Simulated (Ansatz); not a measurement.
# In3Sb (Pm-3m): comparison of functionals at one structure

The task is a comparison of functionals at one structure, for In3Sb (Pm-3m).

All numbers are computed with Ansatz 0.2.0 through its Python package. The levels of theory stand in the script.

### 1 The structure

It takes space group Pm-3m (No. 221, cubic). The conventional cell has a = 4.837 Å, b = 4.837 Å, c = 4.837 Å, α = 90.00°, β = 90.00°, γ = 90.00°. In (site symmetry 4/mmm) has 8 In at 3.42 Å and 4 Sb at 3.42 Å as nearest neighbours. Sb (site symmetry m-3m) is surrounded by 12 In at 3.42 Å.

Input file in3sb.xyz:

```xyz
4
Lattice="4.836962 0.0 0.0 0.0 4.836962 0.0 0.0 0.0 4.836962" Properties=species:S:1:pos:R:3 pbc="T T T"
In    2.41848100    2.41848100    0.00000000
In    2.41848100    0.00000000    2.41848100
In    0.00000000    2.41848100    2.41848100
Sb    0.00000000    0.00000000    0.00000000
```

### 2 The code

The input, xc.py:

```python
"""Functional comparison for In3Sb (totals differ with the potentials too)."""

import ansatz as az
import pandas as pd

OCCUPATIONS = "fixed"
CUTOFF = 470
K_SPACING = 0.36


def main() -> None:
    cell = az.Crystal.from_extxyz("in3sb.xyz")

    setup = (
        cell.calculation()
        .occupations(OCCUPATIONS)
        .pseudopotentials("paw")
        .basis(CUTOFF)
        .kpoints(spacing=K_SPACING)
        .stress()
        .band_table()
    )

    rows = []
    for value in ["lda", "blyp", "pbesol"]:
        rep = setup.functional(value).run(threads=1).report
        rows.append((value, rep["free_energy_ev"] / len(rep["lattice"]["sites"]), rep["n_iterations"], sum(rep["stress_gpa"][i][i] for i in range(3)) / 3, rep["gap_by_band_count_ev"], rep["n_kpoints"]))

    table = pd.DataFrame(rows, columns=["functional", "F/atom (eV)", "iterations", "P (GPa)", "gap by band count (eV)", "k-points"])
    print(table.round(5).to_string(index=False))


if __name__ == "__main__":
    main()
```

### 3 What the engine is handed

The package turns the script's settings into the engine's input (first run):

```yaml
crystal:
  lattice:
    - [4.836962, 0.0, 0.0]
    - [0.0, 4.836962, 0.0]
    - [0.0, 0.0, 4.836962]
  atoms:
    - { symbol: In, position: [0.5, 0.5, 0.0] }
    - { symbol: In, position: [0.5, 0.0, 0.5] }
    - { symbol: In, position: [0.0, 0.5, 0.5] }
    - { symbol: Sb, position: [0.0, 0.0, 0.0] }
basis:
  ecutwfc: 470.0
kpoints:
  mp_grid:
    kspacing: 0.36
hamiltonian:
  xc: lda
  pseudopotentials:
    kind: paw
scf:
  occupations:
    method: fixed
output:
  stress: true
  eigenvalues: true
```

### 4 The run

On the command line:

```
$ python xc.py
```

Log:

```text
RunWarning: iter 1: σ=0 fill of 27 bands saw a band overlap (occupied 9.4353 eV > unoccupied 6.1032 eV) — on an unconverged iterate often a transient of an unconverged empty band; one that stands at the close is told there (band_overlap_at_count); if the run fails to converge, the spectrum is likely genuinely metallic [...]
RunWarning: a fill by count may have filled part of one level: at k-index 2 the highest filled band, 8.954275 eV, and the lowest empty band, 8.954275 eV, stand 3.553e-15 eV apart, within the solve's uncertainty, 3.162e-4 eV. If they are one level, whatever splits it, however little, can move the result. A smearing [...]
RunWarning: the bands overlap at the fill by count (27 filled at each k-point of a channel): the highest filled level, 9.502120 eV at k-index 1, stands 3.5507 eV over the lowest empty one, 5.951439 eV at k-index 9, so that a fill of the lowest levels lies lower and no gap is reported. A metal, or a carrier in a host's [...]
functional  F/atom (eV)  iterations  P (GPa)  gap by band count (eV)  k-points
       lda  -5676.61803           7 -2.55793                -3.55068        10
      blyp  -5835.46663           7  5.34505                -3.41549        10
    pbesol  -5745.89446           7 -1.19003                -3.61672        10
```

(Warnings from the package without file and line, shortened, repeats left out.)

Run time: 4.4 s. Hardware: 1 thread of AMD EPYC 9R45 (Zen 5), shared host; peak memory 0.52 GiB.

### 5 Inputs of later runs

The engine's inputs for the other runs:

Run 2, against run 1:

```diff
@@ -17 +17 @@
-  xc: lda
+  xc: blyp
```

Run 3, against run 1:

```diff
@@ -17 +17 @@
-  xc: lda
+  xc: pbesol
```

### 6 The runs side by side

One row for each of the 3 runs:

```
run  functional  energy (eV/atom)  pressure (GPa)  SCF cycles  CPU time (s)
  1         lda        -5676.6180           -2.56           7           1.1
  2        blyp        -5835.4666            5.35           7           1.2
  3      pbesol        -5745.8945           -1.19           7           1.2
```

Totals hang on functional and potentials, so only runs at one level compare.

### 7 Results

| quantity | value |
| --- | --- |
| runs compared | 3 |

In words: Runs 1, 2, 3: each has settings that are off on purpose, so what rests on them isn't a property of the system. From lowest to highest: LDA (-2.6 GPa), PBEsol (-1.2 GPa) and BLYP (5.3 GPa). At a fixed cell a lower pressure means a smaller equilibrium volume, so LDA prefers the smallest cell and BLYP the largest. The input holds a mistake (fixed occupations, though the bands overlap at this level of theory), so what it prints is no property of In3Sb. BLYP can be several per cent off in the lattices and pressures of metals. A negative gap by band count means overlapping bands, a metal. The structure comes from a database of computed cells and needn't be a stable or known phase. Total energies of different functionals can't be compared; pressures, moments and gaps at this one structure can.
